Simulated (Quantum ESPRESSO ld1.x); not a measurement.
# Taking charge from the 6s level of Er⁺ in fractions

What happens to E and to the 6s eigenvalue of Er⁺ when a fraction of an electron is removed? The exact functional would give straight lines between whole numbers for a frontier level.

Program: Quantum ESPRESSO ld1.x 7.5. Level of theory: Dirac Kohn-Sham, revPBE, spin-unpolarised, spherical densities, point nucleus; open shells fill j = l - 1/2 first. These are calculated values, not measurements, unless marked.

**1. What is computed**

- element: erbium (Z = 68)
- charge: +1
- electrons: 67
- configuration: [Xe] 4f12 6s1

**2. Start: [Xe] 4f12 6s1**

The input, ld1.in:

```fortran
 &input
    atom='Er',
    iswitch=1,
    rel=2,
    dft='REVPBE',
    config='[Xe] 4f12 6s1',
    rel_dist='energy',
    lsmall=.true.,
    prefix='ld1',
    max_out_wfc=37,
    file_charge='ld1.rho',
 /
```

The run is started by

```sh
$ OMP_NUM_THREADS=1 ld1.x < ld1.in > ld1.out
```

**3. 0.2 electron removed from 6s**

Edit ld1.in of step 2 so:

```diff
@@ -5,3 +5,3 @@
     dft='REVPBE',
-    config='[Xe] 4f12 6s1',
+    config='[Xe] 4f12 6s0.8',
     rel_dist='energy',
```

**4. 0.4 electron removed from 6s**

Edit ld1.in of step 3 so:

```diff
@@ -5,3 +5,3 @@
     dft='REVPBE',
-    config='[Xe] 4f12 6s0.8',
+    config='[Xe] 4f12 6s0.6',
     rel_dist='energy',
```

**5. 0.6 electron removed from 6s**

Edit ld1.in of step 4 so:

```diff
@@ -5,3 +5,3 @@
     dft='REVPBE',
-    config='[Xe] 4f12 6s0.6',
+    config='[Xe] 4f12 6s0.4',
     rel_dist='energy',
```

**6. 0.8 electron removed from 6s**

Edit ld1.in of step 5 so:

```diff
@@ -5,3 +5,3 @@
     dft='REVPBE',
-    config='[Xe] 4f12 6s0.4',
+    config='[Xe] 4f12 6s0.2',
     rel_dist='energy',
```

**7. 1 electron removed from 6s**

Edit ld1.in of step 6 so:

```diff
@@ -5,3 +5,3 @@
     dft='REVPBE',
-    config='[Xe] 4f12 6s0.2',
+    config='[Xe] 4f12 6s0',
     rel_dist='energy',
```

**Question.** What will these runs give? Wanted: for each run, removed; E − E(0); eigenvalue; E minus straight line.

The runs gave:

| removed (e) | E − E(0) (eV) | eigenvalue (eV) | E minus straight line (eV) |
| --- | --- | --- | --- |
| 0 | 0.000 | -8.925 | 0.000 |
| 0.2 | 1.895 | -10.034 | -0.469 |
| 0.4 | 4.016 | -11.179 | -0.714 |
| 0.6 | 6.370 | -12.375 | -0.724 |
| 0.8 | 8.970 | -13.635 | -0.490 |
| 1 | 11.825 | -14.870 | 0.000 |

In words: Removing the whole electron costs 11.825 eV, against 8.925 eV from minus the starting eigenvalue. The trapezoid integral of minus the eigenvalue gives 11.824 eV over the range, against 11.825 eV from the energies (Janak's theorem). The eigenvalue moves by 5.95 eV per electron. E bends below the straight line by 0.72 eV at 0.6 electron removed: the delocalisation error of the functional. NIST lists 11.92 eV (semi-empirical) for the ionisation energy of Er⁺.
